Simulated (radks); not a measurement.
# The series with 15 electrons, P to Zn¹⁵⁺

One table from this session's results is given with a row withheld; the runs are named, their logs left out.

Method: scalar-relativistic Kohn-Sham, r2SCAN, spin-polarised, spherical densities, finite nucleus; open shells are filled with parallel spins first. Code: radks (a radial shooting solver on a logarithmic mesh, Libxc functionals) version 1.

## Starting point

```
electrons     : 15
ions          : P, S⁺, Cl²⁺, Ar³⁺, K⁴⁺, Ca⁵⁺, Sc⁶⁺, Ti⁷⁺, V⁸⁺, Cr⁹⁺, Mn¹⁰⁺, Fe¹¹⁺, Co¹²⁺, Ni¹³⁺, Cu¹⁴⁺, Zn¹⁵⁺
configuration : NIST ground configuration of each
```

The first run:

Input:

```text
Z 15
configuration [Ne] 3s2 3p3
relativity scalar-relativistic
functional r2scan,r2scan
spin polarised
nucleus finite rms 3.1889 fm
c 137.035999084
```

Among the steps run: P, [Ne] 3s2 3p3; S⁺, [Ne] 3s2 3p3; Cl²⁺, [Ne] 3s2 3p3; Ar³⁺, [Ne] 3s2 3p3; K⁴⁺, [Ne] 3s2 3p3; Ca⁵⁺, [Ne] 3s2 3p3; Sc⁶⁺, [Ne] 3s2 3p3; Ti⁷⁺, [Ne] 3s2 3p3; V⁸⁺, [Ne] 3s2 3p3; Cr⁹⁺, [Ne] 3s2 3p3; Mn¹⁰⁺, [Ne] 3s2 3p3; Fe¹¹⁺, [Ne] 3s2 3p3; Co¹²⁺, [Ne] 3s2 3p3; Ni¹³⁺, [Ne] 3s2 3p3; Cu¹⁴⁺, [Ne] 3s2 3p3; Zn¹⁵⁺, [Ne] 3s2 3p3.

One table of the session follows, with a row left open; its other results are not shown here.

```
  ion  E (hartree)  ε(2p down) (eV)  ε(3s up) (eV)  ε(3s down) (eV)  ε(3p up) (eV)
    P   -342.10912          -126.09        -15.683          -12.027         -6.684
   S⁺   -398.85288          -170.19        -29.976          -25.363        -18.461
 Cl²⁺   -460.25761          -221.79        -47.804          -42.310        -33.765
 Ar³⁺   -526.31947          -280.63        -68.972          -62.642        -52.402
  K⁴⁺   -597.04069          -346.58        -93.389          -86.250        -74.275
 Ca⁵⁺   -672.42691          -419.57        -121.01          -113.08        -99.329
 Sc⁶⁺   -752.48604          -499.56        -151.79          -143.09        -127.53
 Ti⁷⁺   -837.22776          -586.52        -185.73          -176.27        -158.86
  V⁸⁺   -926.66306          -680.44        -222.82          -212.60        -193.30
 Cr⁹⁺            ?                ?              ?                ?              ?
Mn¹⁰⁺  -1119.66374          -889.14        -306.42          -294.70        -271.48
Fe¹¹⁺  -1223.25649          -1003.9        -352.93          -340.47        -315.21
Co¹²⁺  -1331.59721          -1125.6        -402.60          -389.40        -362.04
Ni¹³⁺  -1444.70204          -1254.3        -455.42          -441.49        -411.96
Cu¹⁴⁺  -1562.58719          -1390.0        -511.40          -496.73        -464.97
Zn¹⁵⁺  -1685.27086          -1532.6        -570.56          -555.16        -521.08
```

**Question.** Estimate the row for Cr⁹⁺.

**Answer.** E (hartree): -1020.80399; ε(2p down) (eV): -781.32; ε(3s up) (eV): -263.05; ε(3s down) (eV): -252.07; ε(3p up) (eV): -230.84. In the column «E (hartree)» it lies between Mn¹⁰⁺ (-1119.66374) and V⁸⁺ (-926.66306).
